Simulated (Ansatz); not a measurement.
# H5NOSSi: harmonic frequencies at the relaxed geometry in Python

At which frequencies does H5NOSSi vibrate? A script is to give harmonic frequencies at the relaxed geometry; the system is H5NOSSi. SMILES: N[SiH](O)S.

Computed with Ansatz 0.2.0 through its Python package. Level of theory: Hartree-Fock/6-31G*.

### Step 1. Starting point

Bond lengths: N1–Si2 1.631 Å, Si2–O3 1.637 Å, Si2–S4 2.058 Å, N1–H5 1.010 Å, N1–H6 1.024 Å, Si2–H7 1.500 Å, O3–H8 0.949 Å, S4–H9 1.359 Å. Angles: N1–Si2–O3 101.4°, N1–Si2–S4 109.7°, N1–Si2–H7 110.9°, O3–Si2–S4 107.9°, O3–Si2–H7 113.2°, S4–Si2–H7 113.1°, Si2–N1–H5 112.7°, Si2–N1–H6 110.7°, H5–N1–H6 105.3°, Si2–O3–H8 114.5°, Si2–S4–H9 99.2°.

The script holds or builds the structure itself.

### Step 2. The script

Contents of freq_h5nossi.py:

```python
'''Harmonic frequencies of H5NOSSi at its relaxed geometry.'''

import itertools

import ansatz as az
from ase import Atoms
from ase.data import atomic_numbers, covalent_radii
import numpy as np


def main() -> None:
    atoms = Atoms(['N', 'Si', 'O', 'S', 'H', 'H', 'H', 'H', 'H'], positions=[
        [-0.3538, 0.5692, -1.1599],
        [0.4483, 0.0673, 0.1688],
        [0.7072, -1.5094, -0.1852],
        [-0.797, 0.1519, 1.8054],
        [0.1746, 0.4329, -2.0095],
        [-1.2153, 0.031, -1.2875],
        [1.7166, 0.8465, 0.3543],
        [0.5237, -2.1077, 0.5287],
        [-1.1158, 1.472, 1.7677],
    ])
    molecule = az.Crystal.molecule_from_ase(atoms)

    model = molecule.calculation()
    model = model.basis(gaussian='6-31G*')
    model = model.functional('hf')
    symbols = [site.symbol for site in molecule.cartesian_sites]
    start = np.array([site.position_ang for site in molecule.cartesian_sites], dtype=float)
    data = model.relax(force_tolerance=0.003).run(threads=1, pin='off').report
    end = np.array(data['positions_ang'])

    # pairs closer than 1.2 times the sum of covalent radii, before or after
    radius = [covalent_radii[atomic_numbers[s]] for s in symbols]
    span = lambda where, i, j: np.linalg.norm(where[i] - where[j])
    bonded = [(i, j) for i, j in itertools.combinations(range(len(symbols)), 2) if min(span(start, i, j), span(end, i, j)) < 1.2 * (radius[i] + radius[j])]
    print('pair        before    after (A)')
    for i, j in bonded:
        print(f'{symbols[i]}{i}-{symbols[j]}{j}'.ljust(10), f'{span(start, i, j):8.4f} {span(end, i, j):8.4f}')

    # same settings at the minimum
    minimum = az.Crystal.molecule()
    for symbol, place in zip(symbols, end):
        minimum = minimum.atom(symbol, place.tolist())
    vibrating = minimum.calculation()
    vibrating = vibrating.basis(gaussian='6-31G*')
    vibrating = vibrating.functional('hf')
    vibrating = vibrating.phonons(temperatures=(298.15, 498.15, 100))
    vib = vibrating.run(threads=1, pin='off').report['vibrations']
    sums = vib['harmonic_sums']
    modes = [m['omega_inv_cm'] for m in sums['modes_at_gamma'] if m['rigid_motion'] == 'no']
    print('frequencies (1/cm):', ' '.join(f'{w:.0f}' for w in modes))
    print('imaginary modes:', sum(w < 0 for w in modes), ' zero-point energy:', round(sums['zero_point_energy_ev'], 4), 'eV')
    print('T (K)   F_vib (eV)   S_vib (meV/K)   C_vib (meV/K)')
    for row in zip(sums['temperatures_k'], sums['vibrational_free_energy_ev'], vib['entropy_ev_per_k'], vib['heat_capacity_ev_per_k']):
        print(f'{row[0]:6.1f} {row[1]:11.4f} {1000 * row[2]:13.4f} {1000 * row[3]:15.4f}')


if __name__ == '__main__':
    main()
```

### Step 3. Running it

The run is started by

```console
$ python freq_h5nossi.py
```

Without the output at hand: what should come out? Wanted: moves of the relaxation of run 1; energy gained in run 1; last largest force component of run 1; highest frequency; imaginary modes; zero-point energy.

As calculated:

| quantity | value |
| --- | --- |
| runs compared | 2 |
| moves of the relaxation of run 1 | 12 |
| energy gained in run 1 | 0.601 eV |
| last largest force component of run 1 | 0.0027 eV/Å |
| highest frequency | 4131 cm⁻¹ |
| imaginary modes | 0 |
| zero-point energy | 1.724 eV |

Run 1: After 12 moves the largest shift is 0.541 Å, of atom 8 (H). All frequencies are real, so the geometry is a minimum. The values are harmonic; measured fundamentals also hold anharmonic shifts, mostly downward for stretches. The frequencies are harmonic and unscaled, in a modest basis. The result belongs to the one conformer reached from this start, and soft torsions count as harmonic oscillators.
